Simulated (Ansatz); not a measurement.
# Ge2H6Se: one species, many methods

The task here is to estimate one member of a computed series from the others.

Computed with Ansatz 0.2.0, Gaussian basis. Level: functionals in def2-TZVPP, the program's frozen cores in correlated methods.

Plan: LDA (SPW92), PBE-D4, revPBE-D4, BLYP-D4, r2SCAN-D4, B97M-V, PBE0-D4, B3LYP-D4, r2SCANh-D4, r2SCAN0-D4, HSE06-D4, BHLYP-D4, CAM-B3LYP-D4, LC-ωPBE, ωB97X-V, ωB97M-V, B2PLYP, PBE-QIDH; CCSD(T)/def2-SVP; CCSD(T)/def2-TZVPP; MP2/def2-QZVPP; extrapolation to the limit; RPA on PBE.

## The geometry

The geometry comes from an earlier relaxation with PBE0-D4 in a triple-zeta def2 set; it is a stationary point, not always the lowest conformer.

SMILES `[GeH3][Se][GeH3]`, 9 atoms, charge 0, spin multiplicity 1.

Atoms are counted from 1 here; the program's logs count them from 0.

Bond lengths: Ge1–Se2 2.354 Å, Ge1–H4 1.537 Å, Ge1–H5 1.534 Å, Ge1–H6 1.537 Å, Se2–Ge3 2.354 Å, Ge3–H7 1.537 Å, Ge3–H8 1.537 Å, Ge3–H9 1.534 Å. Angles: Se2–Ge1–H4 110.0°, Se2–Ge1–H5 106.0°, Se2–Ge1–H6 110.0°, H4–Ge1–H5 110.6°, H4–Ge1–H6 109.5°, H5–Ge1–H6 110.6°, Ge1–Se2–Ge3 95.5°, Se2–Ge3–H7 110.0°, Se2–Ge3–H8 110.0°, Se2–Ge3–H9 106.0°, H7–Ge3–H8 109.5°, H7–Ge3–H9 110.6°, H8–Ge3–H9 110.6°.

The first run:

Contents of in.yaml:

```yaml
crystal:
  periodic: [false, false, false]
  atoms:
    - {symbol: Ge, position_ang: [0.630302, 0.380425, -1.583692]}
    - {symbol: Se, position_ang: [1.468089, -0.592462, 0.388933]}
    - {symbol: Ge, position_ang: [-0.543908, -0.417938, 1.597669]}
    - {symbol: H, position_ang: [-0.530936, -0.462911, -2.134406]}
    - {symbol: H, position_ang: [1.799774, 0.401557, -2.575515]}
    - {symbol: H, position_ang: [0.137791, 1.808079, -1.296866]}
    - {symbol: H, position_ang: [-1.652954, -1.214107, 0.891149]}
    - {symbol: H, position_ang: [-0.962404, 1.056860, 1.710835]}
    - {symbol: H, position_ang: [-0.257254, -1.006003, 2.984692]}
basis:
  gaussian: {orbitals: def2-TZVPP}
hamiltonian: {xc: lda}
output: {orbitals: {seedname: orbitals}}
```

Launch:

```
$ ansatz run in.yaml --threads 4 --pin off --events-out ev --progress --plain --max-ram 10444MiB
```

Among the steps run: LDA; PBE-D4 (GGA); revPBE-D4 (GGA); BLYP-D4 (GGA); r2SCAN-D4 (meta-GGA); B97M-V (meta-GGA); PBE0-D4 (hybrid); B3LYP-D4 (hybrid); r2SCANh-D4 (hybrid); r2SCAN0-D4 (hybrid); HSE06-D4 (hybrid); BHLYP-D4 (hybrid); CAM-B3LYP-D4 (range-separated); LC-ωPBE (range-separated); ωB97X-V (range-separated); ωB97M-V (range-separated); B2PLYP (double hybrid); PBE-QIDH (double hybrid).

One of the session's tables, all rows but one given; the rest of the session is left out.

It belongs to the step «Orbital energies across the functionals». 

| functional | HOMO (eV) | gap (eV) |
| --- | --- | --- |
| LDA (SPW92) | -5.84 | 4.36 |
| PBE-D4 | -5.74 | 4.55 |
| revPBE-D4 | -5.70 | 4.62 |
| BLYP-D4 | -5.58 | 4.46 |
| r2SCAN-D4 | -6.01 | 5.11 |
| B97M-V | -6.15 | 5.20 |
| PBE0-D4 | -6.86 | 6.52 |
| B3LYP-D4 | -6.63 | 6.03 |
| r2SCANh-D4 | -6.42 | 5.81 |
| r2SCAN0-D4 | -7.04 | 6.86 |
| HSE06-D4 | -6.47 | 5.76 |
| BHLYP-D4 | -7.83 | 8.37 |
| CAM-B3LYP-D4 | ? | ? |
| LC-ωPBE | -9.44 | 11.25 |
| ωB97X-V | -9.12 | 10.79 |
| ωB97M-V | -8.98 | 10.41 |

Estimate the missing values for CAM-B3LYP-D4.

As computed: HOMO (eV): -8.10; gap (eV): 8.73. In the column «HOMO (eV)» it lies between ωB97M-V (-8.98) and BHLYP-D4 (-7.83).
